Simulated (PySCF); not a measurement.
# GaH2Br (SMILES [GaH2][Br]): levels of theory compared

Wanted: a comparison of 5 runs (HF/STO-3G, HF/3-21G, HF/def2-SVP, PBE0/def2-SVP, PBE0/pcseg-2) of GaH2Br. 

The results are computed with PySCF 2.14.0.

### 1 The structure to begin with

GaH2Br has 4 atoms, charge 0, and is taken as a singlet. As SMILES, `[GaH2][Br]`. The shape is that of a PBE0-D4/def2-TZVP optimisation.

Bond lengths: Ga1–Br2 2.294 Å, Ga1–H3 1.557 Å, Ga1–H4 1.557 Å. Angles: Br2–Ga1–H3 115.4°, Br2–Ga1–H4 115.4°, H3–Ga1–H4 129.2°.

### 2 Energy and gradient at HF/STO-3G (run 1)

calc.py

```python
import pyscf.grad
from pyscf import gto, scf

mol = gto.Mole()
mol.atom = [
    ('Ga', (-0.204200, 0.020100, -0.098100)),
    ('Br', (1.883000, -0.317000, 0.792600)),
    ('H', (-1.324000, -0.909600, 0.453800)),
    ('H', (-0.299300, 1.146100, -1.168600)),
]
mol.charge = 0
mol.max_memory = 1860
mol.basis = 'sto-3g'
mol.spin = 0
mol.verbose = 4
mol.build()

mf = scf.RHF(mol)
mf.conv_tol = 1e-10
mf.kernel()
if not mf.converged:
    mf = mf.newton().run(mf.mo_coeff, mf.mo_occ)

e_final = mf.e_tot
print('Final energy', e_final)
grad = mf.Gradients().kernel()
mf.analyze()
```

On the command line:

```sh
$ OMP_NUM_THREADS=1 python calc.py
```

Log:

```text
PySCF version 2.14.0

[... 78 lines left out ...]
Two-electron Energy =                 2068.917452388127003
[... 9 lines left out ...]
MO #6   energy= -57.7079535756466  occ= 2
[... 7 lines left out ...]
MO #14  energy= -6.84921283169695  occ= 2
[... 7 lines left out ...]
MO #22  energy= -2.20315934499504  occ= 2
[... 7 lines left out ...]
MO #30  energy= -0.3352354518227   occ= 2
[... 7 lines left out ...]
MO #38  energy= 0.615347009085467  occ= 0
[... 45 lines left out ...]
Dipole moment(X, Y, Z, Debye): -1.58502,  0.25586, -0.67623
```

Wall time 3 s (1 thread of Intel Xeon at 2.70GHz, shared host); peak memory 0.12 GiB.

### 3 Energy and gradient at HF/3-21G (run 2)

run.py

```python
from pyscf import gto, scf

mol = gto.M(
    atom='Ga -0.204200 0.020100 -0.098100; Br 1.883000 -0.317000 0.792600; H -1.324000 -0.909600 0.453800; H -0.299300 1.146100 -1.168600',
    basis='3-21g',
    max_memory=1860,
    verbose=4,
    charge=0,
)

calc0 = scf.RHF(mol)
calc0.conv_tol = 1e-10
calc0.kernel()
if not calc0.converged:
    calc0 = calc0.newton().run(calc0.mo_coeff, calc0.mo_occ)

etot = calc0.e_tot
print('Final energy', etot)
grad = calc0.nuc_grad_method().kernel()
calc0.analyze()
```

On the command line:

```sh
$ OMP_NUM_THREADS=1 python run.py
```

Log:

```text
PySCF version 2.14.0

[... 72 lines left out ...]
Two-electron Energy =                 2053.343324402278540
[... 11 lines left out ...]
MO #8   energy= -42.247749906044   occ= 2
[... 9 lines left out ...]
MO #18  energy= -4.45487029890205  occ= 2
[... 9 lines left out ...]
MO #28  energy= -1.13612650400916  occ= 2
[... 9 lines left out ...]
MO #38  energy= 0.198160325019776  occ= 0
[... 9 lines left out ...]
MO #48  energy= 1.38264473811163   occ= 0
[... 55 lines left out ...]
Dipole moment(X, Y, Z, Debye): -2.43420,  0.39298, -1.03852
```

It took 3.6 s on 1 thread of Intel Xeon at 2.70GHz, shared host; peak memory 0.12 GiB.

### 4 Energy and gradient at HF/def2-SVP (run 3)

input.py

```python
# [GaH2][Br]
import pyscf.grad
from pyscf import gto, scf

mol = gto.Mole()
mol.atom = '''
Ga    -0.204200     0.020100    -0.098100
Br     1.883000    -0.317000     0.792600
H     -1.324000    -0.909600     0.453800
H     -0.299300     1.146100    -1.168600
'''
mol.verbose = 4
mol.basis = 'def2-svp'
mol.max_memory = 1860
mol.charge = 0
mol.build()

mf = scf.RHF(mol)
mf.conv_tol = 1e-10
mf.kernel()
if not mf.converged:
    mf = mf.newton().run(mf.mo_coeff, mf.mo_occ)

etot = mf.e_tot
print('E(%s) = %.9f' % ('HF', etot))
grad = mf.Gradients().kernel()
dip = mf.dip_moment()
pop, q = mf.mulliken_pop()
```

On the command line:

```sh
$ OMP_NUM_THREADS=1 python input.py
```

Log:

```text
PySCF version 2.14.0

[... 60 lines left out ...]
converged SCF energy = -4496.31274870314
[... 11 lines left out ...]
Dipole moment(X, Y, Z, Debye): -1.89422,  0.30579, -0.80812
[... 79 lines left out ...]
charge of    3H =     -0.16781
```

It took 9.9 s on 1 thread of Intel Xeon at 2.70GHz, shared host; peak memory 0.15 GiB.

Run 4 isn't shown in full; the table further down has it.

### 5 Energy and forces at PBE0/pcseg-2 (run 5)

input.xyz

```xyz
4
BrGaH2
Ga    -0.204200     0.020100    -0.098100
Br     1.883000    -0.317000     0.792600
H     -1.324000    -0.909600     0.453800
H     -0.299300     1.146100    -1.168600
```

input.py

```python
import pyscf.grad
from pyscf import gto, dft

system = gto.M(
    atom='input.xyz',
    basis='pcseg-2',
    charge=0,
    verbose=4,
    max_memory=1860,
)

mf = dft.RKS(system, xc='pbe0')
mf.grids.level = 5
mf.conv_tol = 1e-10
mf.kernel()
if not mf.converged:
    mf = mf.newton().run(mf.mo_coeff, mf.mo_occ)

e_tot = mf.e_tot
print(f'total energy: {e_tot:.8f} hartree')
grad = mf.Gradients().kernel()
mf.analyze()
```

On the command line:

```sh
$ OMP_NUM_THREADS=1 python input.py
```

Log:

```text
PySCF version 2.14.0

[... 101 lines left out ...]
MO #9   energy= -40.7067674347792  occ= 2
[... 20 lines left out ...]
MO #30  energy= -0.479956744615153 occ= 2
[... 20 lines left out ...]
MO #51  energy= 0.369342418987067  occ= 0
[... 20 lines left out ...]
MO #72  energy= 1.14682095392747   occ= 0
[... 20 lines left out ...]
MO #93  energy= 1.94979823050681   occ= 0
[... 20 lines left out ...]
MO #114 energy= 7.38836909070405   occ= 0
[... 121 lines left out ...]
Dipole moment(X, Y, Z, Debye): -1.70673,  0.27554, -0.72817
```

Wall time 1.7 min (1 thread of Intel Xeon at 2.70GHz, shared host); peak memory 1.2 GiB.

### 6 The series

```tsv
run	level	integration grid	energy (Eh)	dipole moment (D)	HOMO energy (eV)	LUMO energy (eV)	wall time
1	HF/STO-3G	–	-4446.747463	1.74	-7.63	4.18	3 s
2	HF/3-21G	–	-4475.074097	2.68	-10.63	0.79	3.6 s
3	HF/def2-SVP	–	-4496.312749	2.08	-10.88	0.95	9.9 s
4	PBE0/def2-SVP	5	-4499.136697	1.76	-7.96	-1.85	23 s
5	PBE0/pcseg-2	5	-4499.777626	1.88	-8.08	-1.93	1.7 min
```

### 7 What came out

```
                       quantity           value
            run 5: total energy  -4499.77763 Eh
           run 5: dipole moment          1.88 D
             run 5: HOMO energy        -8.08 eV
             run 5: LUMO energy        -1.93 eV
           run 5: HOMO–LUMO gap         6.14 eV
run 5: largest force on an atom      0.067 eV/Å
```

The dipole moment (its size) runs from 1.74 D (HF/STO-3G) to 2.68 D (HF/3-21G). The HOMO–LUMO gap runs from 6.11 eV (PBE0/def2-SVP) to 11.83 eV (HF/def2-SVP). Exact exchange widens orbital gaps. In run 1 the basis is minimal, so the values are rough. All runs together took 2.4 min, the longest 1.7 min.
